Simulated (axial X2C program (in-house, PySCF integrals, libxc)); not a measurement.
# RbB⁺: EOM-EA-CCSD levels

Aim: EOM-EA-CCSD levels of RbB⁺, with spin–orbit coupling in the Hamiltonian from the start.

Method: two-component X2C with atomic mean-field terms, Rb dyall-acv3z, B dyall-av3z; program: an in-house X2C program for linear molecules on PySCF integrals.

All values are calculated.

**1. The job**

The input, task.json:

```json
{"zs": [37, 5], "q": 1, "bas": ["dyall-acv3z", "dyall-av3z"], "r0": 2.95, "eom": "ea", "thr": -2.0, "nmax": 92, "grid": [1, 0.96, 1.045, 0.92, 1.09, 1.15]}
```

Keys: zs atomic numbers; q charge; bas basis sets; r0 starting distance in Å; eom kind of EOM run; thr threshold in hartree for freezing inner shells (an s shell follows its p shell); nmax most natural virtual spinors; grid distances as factors.

The run is started by

```bash
$ python soeom.py task.json out
```

Further steps of the session: EOM-EA-CCSD at 3.529 Å.

Before running it: what results should come out? Wanted: next root led by one particle; T1 of the reference; lowest state, Re and ωe.

The runs gave:

| quantity | value |
| --- | --- |
| lowest root at 3.529 Å | Ω = 1/2, 12.358 eV |
| next root led by one particle | Ω = 3/2, about 2250 cm⁻¹ higher |
| T1 of the reference | 0.006 |
| lowest state, Re and ωe | 3.591 Å, 119.4 cm⁻¹ |

In words: The added electron is bound by 12.36 eV in a spinor of 93% B pσ. Errors of 0.1 to 0.3 eV are usual at this size, and roots led by higher excitations are left out, so the list is incomplete, and low states of that kind can be missing. T1 or the largest double amplitude of the reference is raised, which lowers the reliability.
